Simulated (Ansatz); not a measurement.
**Si: a single-point run**

The task is a single-point run on Si. The structure is shown as the input types it.

Method: density functional or hybrid calculation with the settings of its input, plane waves (as first typed), in Ansatz 0.2.0.

1 further run of the same task is left out (it didn't finish).

## 1. The structure to begin with

It takes space group Fd-3m (No. 227, cubic). Conventional cell: a = 5.444 Å, b = 5.444 Å, c = 5.444 Å, α = 90.00°, β = 90.00°, γ = 90.00°. Si (site symmetry -43m) is surrounded by 4 Si at 2.36 Å.

Coordinates:

```cif
data_structure
_symmetry_space_group_name_H-M 'Fd-3m:1'
_symmetry_Int_Tables_number 227
_cell_length_a 5.4442
_cell_length_b 5.4442
_cell_length_c 5.4442
_cell_angle_alpha 90.000
_cell_angle_beta 90.000
_cell_angle_gamma 90.000
_cell_volume 161.37
loop_
_atom_site_label
_atom_site_type_symbol
_atom_site_symmetry_multiplicity
_atom_site_Wyckoff_symbol
_atom_site_fract_x
_atom_site_fract_y
_atom_site_fract_z
_atom_site_occupancy
Si1 Si 8 b 0.00000 0.00000 0.50000 1
```

## 2. Running it

input.yaml

```yaml
crystal:
  lattice:
    - [0.0, 2.7221188962, 2.7221188962]
    - [2.7221188962, 0.0, 2.7221188962]
    - [2.7221188962, 2.7221188962, 0.0]
  atoms:
    - { symbol: Si, position: [0.0, 0.0, 0.0] }
    - { symbol: Si, position: [0.25, 0.25, 0.25] }
kpoints:
  mp_grid: { grid: [6, 6, 6] }
hamiltonian:
  xc: pbe
scf:
  occupations: { method: fixed }
  n_extra_bands: 4
  max_iter: 92
output:
  forces: true
  stress: true
  eigenvalues: true
basis:
  ecutwfc: 160
```

Launch:

```bash
$ ansatz run input.yaml --threads 4 --pin off --max-ram 3686MiB --backend cpu --events-out ev --progress --plain --runs-dir out
```

**Question.** How will this run end, and is anything wrong with its input?

This run ends as converged, with warnings (cutoff below recommended). Its log warns: «basis.ecutwfc = 160 eV is below the records' recommended 420 eV ...»

The suspect setting: basis.ecutwfc is 160. The cutoff lies far under what these potentials need. The potentials' recommended cutoff is 420 eV.

The test: delete basis.ecutwfc (the default then holds).
